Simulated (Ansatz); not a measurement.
# ZnCo3: energy against volume

The task, for ZnCo3: follow the energy without spin against volume.

Computed with Ansatz 0.2.0 (DFT PBEsol, scalar-relativistic, plane waves, PAW, unless a step's input says otherwise).

4 further runs of the same task are left out: 4 that didn't finish. Runs told in other sessions of the task aren't counted.

## (1) The system as given

The structure is tetragonal, space group I4/mmm (No. 139). The conventional cell has a = 3.571 Å, b = 3.571 Å, c = 7.167 Å, α = 90.00°, β = 90.00°, γ = 90.00°. Around Zn (site symmetry 4/mmm) lie 12 Co at 2.52 to 2.53 Å. Co (site symmetry -4m2) is surrounded by 8 Co at 2.52 to 2.53 Å and 4 Zn at 2.53 Å. Co (site symmetry 4/mmm) has 4 Zn at 2.52 Å and 8 Co at 2.53 Å in its first shell of neighbours.

Coordinates:

```cif
data_structure
_symmetry_space_group_name_H-M 'I4/mmm'
_symmetry_Int_Tables_number 139
_cell_length_a 3.5706
_cell_length_b 3.5706
_cell_length_c 7.1670
_cell_angle_alpha 90.000
_cell_angle_beta 90.000
_cell_angle_gamma 90.000
_cell_volume 91.38
loop_
_atom_site_label
_atom_site_type_symbol
_atom_site_symmetry_multiplicity
_atom_site_Wyckoff_symbol
_atom_site_fract_x
_atom_site_fract_y
_atom_site_fract_z
_atom_site_occupancy
Zn1 Zn 2 a 0.00000 0.00000 0.00000 1
Co1 Co 4 d 0.00000 0.50000 0.25000 1
Co2 Co 2 b 0.50000 0.50000 0.00000 1
```

Source of the structure: the Materials Project (structure only). It is taken as it stands there.

## (2) The base run, which the others are set against

Input file input.yaml:

```yaml
crystal:
  lattice:
    - [-1.785316, 1.785316, 3.583517]
    - [1.785316, -1.785316, 3.583517]
    - [1.785316, 1.785316, -3.583517]
  atoms:
    - { symbol: Zn, position: [0.0, 0.0, 0.0] }
    - { symbol: Co, position: [0.75, 0.25, 0.5], spin: 1.69 }
    - { symbol: Co, position: [0.25, 0.75, 0.5], spin: 1.69 }
    - { symbol: Co, position: [0.5, 0.5, 0.0], spin: 1.85 }
basis:
  ecutwfc: 420
kpoints:
  mp_grid: { grid: [16, 16, 16] }
hamiltonian:
  xc: pbesol
scf:
  occupations: { method: gaussian, width: 0.1 }
output:
  forces: true
  stress: true
  eigenvalues: true
  populations: true
magnetization:
  spin_polarized: true
```

It was run beforehand and gave: -4639.9068 eV/atom at zero smearing, pressure -7.61 GPa, largest force 0.000 eV/Å, no gap on the mesh, site moments Co +1.53 (×2), Co +1.67 μB, in 15 SCF cycles and 52 s.

## (3) V/V0 = 0.8, start: no spin polarisation

Input file input.yaml:

```yaml
crystal:
  lattice:
    - [-1.657340562, 1.657340562, 3.3266424985]
    - [1.657340562, -1.657340562, 3.3266424985]
    - [1.657340562, 1.657340562, -3.3266424985]
  atoms:
    - { symbol: Zn, position: [0.0, 0.0, 0.0] }
    - { symbol: Co, position: [0.75, 0.25, 0.5] }
    - { symbol: Co, position: [0.25, 0.75, 0.5] }
    - { symbol: Co, position: [0.5, 0.5, 0.0] }
basis:
  ecutwfc: 420
kpoints:
  mp_grid: { grid: [16, 16, 16] }
hamiltonian:
  xc: pbesol
scf:
  occupations: { method: gaussian, width: 0.1 }
  lower_state_search: "off"
output:
  forces: true
  stress: true
  eigenvalues: true
  write_density: true
  write_potential: true
  elf: true
  volumetric_format: npy
```

On the command line:

```
> ansatz run input.yaml --threads 1 --pin off --max-ram 2560MiB --backend cpu --events-out ev --progress --plain --runs-dir out
```

## (4) V/V0 = 0.86, start: no spin polarisation

Edit input.yaml of step 3 so:

```diff
@@ -2,5 +2,5 @@
   lattice:
-    - [-1.657340562, 1.657340562, 3.3266424985]
-    - [1.657340562, -1.657340562, 3.3266424985]
-    - [1.657340562, 1.657340562, -3.3266424985]
+    - [-1.6977793523, 1.6977793523, 3.4078119342]
+    - [1.6977793523, -1.6977793523, 3.4078119342]
+    - [1.6977793523, 1.6977793523, -3.4078119342]
   atoms:
```

## (5) V/V0 = 0.92, start: no spin polarisation

Edit input.yaml of step 4 so:

```diff
@@ -2,5 +2,5 @@
   lattice:
-    - [-1.6977793523, 1.6977793523, 3.4078119342]
-    - [1.6977793523, -1.6977793523, 3.4078119342]
-    - [1.6977793523, 1.6977793523, -3.4078119342]
+    - [-1.7363783929, 1.7363783929, 3.4852885928]
+    - [1.7363783929, -1.7363783929, 3.4852885928]
+    - [1.7363783929, 1.7363783929, -3.4852885928]
   atoms:
@@ -23,5 +23 @@
   eigenvalues: true
-  write_density: true
-  write_potential: true
-  elf: true
-  volumetric_format: npy
```

## (6) V/V0 = 0.96, start: no spin polarisation

Edit input.yaml of step 5 so:

```diff
@@ -2,5 +2,5 @@
   lattice:
-    - [-1.7363783929, 1.7363783929, 3.4852885928]
-    - [1.7363783929, -1.7363783929, 3.4852885928]
-    - [1.7363783929, 1.7363783929, -3.4852885928]
+    - [-1.7611871503, 1.7611871503, 3.5350851576]
+    - [1.7611871503, -1.7611871503, 3.5350851576]
+    - [1.7611871503, 1.7611871503, -3.5350851576]
   atoms:
@@ -23 +23,5 @@
   eigenvalues: true
+  write_density: true
+  write_potential: true
+  elf: true
+  volumetric_format: npy
```

## (7) V/V0 = 1.04, start: no spin polarisation

Edit input.yaml of step 6 so:

```diff
@@ -2,5 +2,5 @@
   lattice:
-    - [-1.7611871503, 1.7611871503, 3.5350851576]
-    - [1.7611871503, -1.7611871503, 3.5350851576]
-    - [1.7611871503, 1.7611871503, -3.5350851576]
+    - [-1.8088096942, 1.8088096942, 3.6306739473]
+    - [1.8088096942, -1.8088096942, 3.6306739473]
+    - [1.8088096942, 1.8088096942, -3.6306739473]
   atoms:
@@ -23,5 +23 @@
   eigenvalues: true
-  write_density: true
-  write_potential: true
-  elf: true
-  volumetric_format: npy
```

## (8) V/V0 = 1.1, start: no spin polarisation

Edit input.yaml of step 7 so:

```diff
@@ -2,5 +2,5 @@
   lattice:
-    - [-1.8088096942, 1.8088096942, 3.6306739473]
-    - [1.8088096942, -1.8088096942, 3.6306739473]
-    - [1.8088096942, 1.8088096942, -3.6306739473]
+    - [-1.8429462066, 1.8429462066, 3.6991933425]
+    - [1.8429462066, -1.8429462066, 3.6991933425]
+    - [1.8429462066, 1.8429462066, -3.6991933425]
   atoms:
```

## (9) V/V0 = 1.18, start: no spin polarisation

Edit input.yaml of step 8 so:

```diff
@@ -2,5 +2,5 @@
   lattice:
-    - [-1.8429462066, 1.8429462066, 3.6991933425]
-    - [1.8429462066, -1.8429462066, 3.6991933425]
-    - [1.8429462066, 1.8429462066, -3.6991933425]
+    - [-1.8865823465, 1.8865823465, 3.7867805534]
+    - [1.8865823465, -1.8865823465, 3.7867805534]
+    - [1.8865823465, 1.8865823465, -3.7867805534]
   atoms:
@@ -23 +23,5 @@
   eigenvalues: true
+  write_density: true
+  write_potential: true
+  elf: true
+  volumetric_format: npy
```

(Steps that only read results are left out.)

Q: Predict the outcome of the series: the values and the trend.

**Answer**, as computed:

| quantity | value |
| --- | --- |
| lowest point, start “no spin polarisation” | V/V0 = 0.92 |

**Reading.** For the start “no spin polarisation” the lowest point lies at V/V0 = 0.92. The pressure passes through zero near V/V0 = 0.924, about 10.55 Å³/atom. The base cell is magnetic, so this curve without spin is not the ground state's. Spin polarisation is off in the runs that give these values; a magnetic solution could lie lower.
